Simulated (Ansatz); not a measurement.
# C2H5ClSi: the cost of one run

Program: Ansatz 0.2.0, driven from Python. Level of theory: r2SCAN0/def2-SVP. These are calculated values, not measurements.

## Step 1: Starting point

Bond lengths: C1–C2 1.304 Å, C2–Si3 1.842 Å, Si3–Cl4 2.110 Å, C1–H5 1.137 Å, C1–H6 1.107 Å, C2–H7 1.108 Å, Si3–H8 1.459 Å, Si3–H9 1.418 Å. Angles: C1–C2–Si3 127.1°, C1–C2–H7 117.7°, Si3–C2–H7 115.1°, C2–C1–H5 122.8°, C2–C1–H6 123.7°, H5–C1–H6 113.0°, C2–Si3–Cl4 100.0°, C2–Si3–H8 109.6°, C2–Si3–H9 112.8°, Cl4–Si3–H8 107.8°, Cl4–Si3–H9 110.9°, H8–Si3–H9 114.7°.

The script holds or builds the structure itself.

## Step 2: The script

The input, c2h5clsi.py:

```python
import warnings

import ansatz as az
import numpy as np

config = {
    'basis': 'def2-SVP',
    'xc': 'r2scan0',
}


def main() -> None:
    warnings.simplefilter('ignore', az.DeckWarning)

    c2h5clsi = (
        az.Crystal.molecule()
        .atom('C', [0.4745, 1.3094, -0.695])
        .atom('C', [0.4019, 0.4445, 0.2787])
        .atom('Si', [-0.6774, -1.0457, 0.3628])
        .atom('Cl', [0.7762, -2.5618, 0.1656])
        .atom('H', [-0.2086, 1.2734, -1.6026])
        .atom('H', [1.0999, 2.2216, -0.6603])
        .atom('H', [1.095, 0.5715, 1.1339])
        .atom('H', [-1.2564, -1.1552, 1.6975])
        .atom('H', [-1.6167, -1.1039, -0.6977])
    )

    symbols = [site.symbol for site in c2h5clsi.cartesian_sites]
    start = np.array([site.position_ang for site in c2h5clsi.cartesian_sites])
    axis = (start[5] - start[0]) / np.linalg.norm(start[5] - start[0])
    moving = [5]
    lengths, energies = [0.974, 1.018, 1.062, 1.107, 1.151, 1.195, 1.239, 1.306], []
    for length in lengths:
        xyz = start.copy()
        xyz[moving] += (length - np.linalg.norm(start[5] - start[0])) * axis
        point = az.Crystal.molecule()
        for symbol, xyz in zip(symbols, xyz):
            point = point.atom(symbol, xyz.tolist())
        calculation = (
            point.calculation()
            .basis(gaussian=config['basis'])
            .functional(config['xc'])
        )
        rep = calculation.run(threads=1).report
        energies.append(rep['free_energy_ev'])
        print(f'r = {length:6.3f} A  E = {energies[-1]:.5f} eV  <S^2> = {abs(rep["mean_field"]["state"]["spin_squared"]):.3f}')

    fit = np.polynomial.Polynomial.fit(lengths, np.array(energies) - min(energies), 4).convert()
    roots = [r.real for r in fit.deriv().roots() if abs(r.imag) < 1e-9 and fit.deriv(2)(r.real) > 0]
    r_e = min(roots, key=lambda r: abs(r - lengths[int(np.argmin(energies))]))
    print(f'minimum of the fit at {r_e:.4f} A, force constant {fit.deriv(2)(r_e):.2f} eV/A^2')


if __name__ == '__main__':
    main()
```

## Step 3: What the engine is handed

The engine receives this input (first run):

```yaml
crystal:
  periodic: [false, false, false]
  atoms:
    - { symbol: C, position_ang: [0.4745, 1.3094, -0.695] }
    - { symbol: C, position_ang: [0.4019, 0.4445, 0.2787] }
    - { symbol: Si, position_ang: [-0.6774, -1.0457, 0.3628] }
    - { symbol: Cl, position_ang: [0.7762, -2.5618, 0.1656] }
    - { symbol: H, position_ang: [-0.2086, 1.2734, -1.6026] }
    - { symbol: H, position_ang: [1.0249887122021053, 2.1123354065730098, -0.6644564145931995] }
    - { symbol: H, position_ang: [1.095, 0.5715, 1.1339] }
    - { symbol: H, position_ang: [-1.2564, -1.1552, 1.6975] }
    - { symbol: H, position_ang: [-1.6167, -1.1039, -0.6977] }
basis:
  gaussian:
    orbitals: def2-SVP
hamiltonian:
  xc: r2scan0
```

## Step 4: Launch

Run with:

```bash
python c2h5clsi.py
```

What time and memory should one allow on 1 thread of AMD EPYC 7R43 (Zen 3), shared host?

About 56 s, with a peak of 0.25 GiB.
